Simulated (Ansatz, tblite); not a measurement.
# (Cl2Ga-mu-SH)3 (Cl₆Ga₃H₃S₃): rung by rung

The task here is to estimate one member of a computed series from the others.

Program: Ansatz 0.2.0, Gaussian basis. Level of theory: as each input shows. These are calculated values, not measurements.

The runs, in order: GFN1-xTB, GFN2-xTB, PBE-D4/def2-TZVP, r2SCAN-D4/def2-TZVP, r2SCAN0-D4/def2-TZVP, HF/def2-TZVP, LC-ωPBE/def2-TZVP, PBE-D4/def2-SVP, PBE0-D4/def2-SVP, HF/STO-3G, HF/6-31G, B3LYP-D4/6-31G, CCSD(T)/def2-SVP, MP2/def2-TZVP, RPA/def2-TZVP.

## The geometry

The geometry is that of the singlet, from an earlier relaxation (PBE-D4/def2-SVP).

15 atoms, charge 0, spin multiplicity 1.

Bond lengths: Ga1–Cl2 2.167 Å, Ga1–Cl3 2.152 Å, Ga1–S4 2.388 Å, Ga1–S12 2.388 Å, S4–Ga5 2.392 Å, S4–H13 1.365 Å, Ga5–Cl6 2.168 Å, Ga5–Cl7 2.152 Å, Ga5–S8 2.380 Å, S8–Ga9 2.380 Å, S8–H14 1.364 Å, Ga9–Cl10 2.168 Å, Ga9–Cl11 2.152 Å, Ga9–S12 2.392 Å, S12–H15 1.365 Å. Angles: Cl2–Ga1–Cl3 118.5°, Cl2–Ga1–S4 105.6°, Cl2–Ga1–S12 105.6°, Cl3–Ga1–S4 114.2°, Cl3–Ga1–S12 114.2°, S4–Ga1–S12 96.1°, Ga1–S4–Ga5 108.8°, Ga1–S4–H13 95.4°, Ga5–S4–H13 94.1°, S4–Ga5–Cl6 103.4°, S4–Ga5–Cl7 112.8°, S4–Ga5–S8 105.1°, Cl6–Ga5–Cl7 120.2°, Cl6–Ga5–S8 105.9°, Cl7–Ga5–S8 108.3°, Ga5–S8–Ga9 110.4°, Ga5–S8–H14 98.3°, Ga9–S8–H14 98.4° and more.

PBE0-D4/def2-TZVP was run before; its log isn't repeated, and its numbers join the tables.

Set-up of the first run:

Tight binding, by tblite at 300 K electronic temperature and without a spin-polarisation term:

```python
tblite.interface.Calculator('GFN1-xTB', numbers, positions, charge=0, uhf=0).singlepoint()
```

Tight binding, by tblite at 300 K electronic temperature and without a spin-polarisation term:

```python
tblite.interface.Calculator('GFN2-xTB', numbers, positions, charge=0, uhf=0).singlepoint()
```

start.molden holds the orbitals of an earlier run on this state, given as this run's starting guess.

Contents of in.yaml:

```yaml
crystal:
  periodic: [false, false, false]
  atoms:
    - {symbol: Ga, position_ang: [2.036474, -0.557793, -0.479095]}
    - {symbol: Cl, position_ang: [3.466053, -1.921759, -1.369340]}
    - {symbol: Cl, position_ang: [2.776144, 1.223181, 0.475814]}
    - {symbol: S, position_ang: [0.397050, -0.155493, -2.167520]}
    - {symbol: Ga, position_ang: [-1.186635, 1.435887, -1.342645]}
    - {symbol: Cl, position_ang: [-2.566150, 1.674313, -2.997766]}
    - {symbol: Cl, position_ang: [-0.253400, 3.159957, -0.456045]}
    - {symbol: S, position_ang: [-2.397669, 0.285782, 0.352759]}
    - {symbol: Ga, position_ang: [-0.918048, -0.493867, 2.045900]}
    - {symbol: Cl, position_ang: [-2.071524, -1.881950, 3.246762]}
    - {symbol: Cl, position_ang: [0.017524, 1.212071, 2.964599]}
    - {symbol: S, position_ang: [0.642265, -1.907926, 0.911516]}
    - {symbol: H, position_ang: [1.131366, 0.776822, -2.841375]}
    - {symbol: H, position_ang: [-2.586498, -0.894779, -0.304861]}
    - {symbol: H, position_ang: [1.513068, -1.954445, 1.961317]}
basis:
  gaussian: {orbitals: def2-TZVP, fitting: {mean_field: def2-universal-jkfit}, initial_orbitals: start.molden}
hamiltonian: {xc: pbe, dispersion: d4}
scf: {omitted_lower_state_checks: [starts]}
output: {forces: true, orbitals: {seedname: orbitals}}
```

Launch:

```bash
$ ansatz run in.yaml --threads 2 --pin off --events-out ev --progress --plain --max-ram 32768MiB --backend cuda --devices 0, --max-vram 18GiB
```

Among the steps run: PBE-D4/def2-TZVP; r2SCAN-D4/def2-TZVP; r2SCAN0-D4/def2-TZVP; HF/def2-TZVP; LC-ωPBE/def2-TZVP; PBE-D4/def2-SVP; PBE0-D4/def2-SVP; HF/STO-3G; HF/6-31G; B3LYP-D4/6-31G; CCSD(T)/def2-SVP; MP2/def2-TZVP; RPA/def2-TZVP.

One of the session's tables, all rows but one given; the rest of the session is left out.

It belongs to the step «Binding energy». 

```
              method  binding an atom (eV)
            HF/6-31G                 1.783
         HF/def2-SVP                 2.197
        HF/def2-TZVP                 2.186
     PBE-D4/def2-SVP                 3.124
    PBE-D4/def2-TZVP                 3.094
 r2SCAN-D4/def2-TZVP                 3.103
      B3LYP-D4/6-31G                     ?
    PBE0-D4/def2-SVP                 3.084
   PBE0-D4/def2-TZVP                 3.067
r2SCAN0-D4/def2-TZVP                 3.050
   LC-ωPBE/def2-TZVP                 2.973
        MP2/def2-SVP                 2.931
       MP2/def2-TZVP                 3.086
       CCSD/def2-SVP                 2.782
    CCSD(T)/def2-SVP                 2.836
```

Q: Estimate the row for B3LYP-D4/6-31G from the others.

As computed: binding an atom (eV): 2.715. In the column «binding an atom (eV)» it lies between HF/def2-SVP (2.197) and CCSD/def2-SVP (2.782).

To keep in mind: Free atoms were run apart at each level; binding is atoms less cluster, divided by the number of atoms, without zero-point or spin-orbit terms.
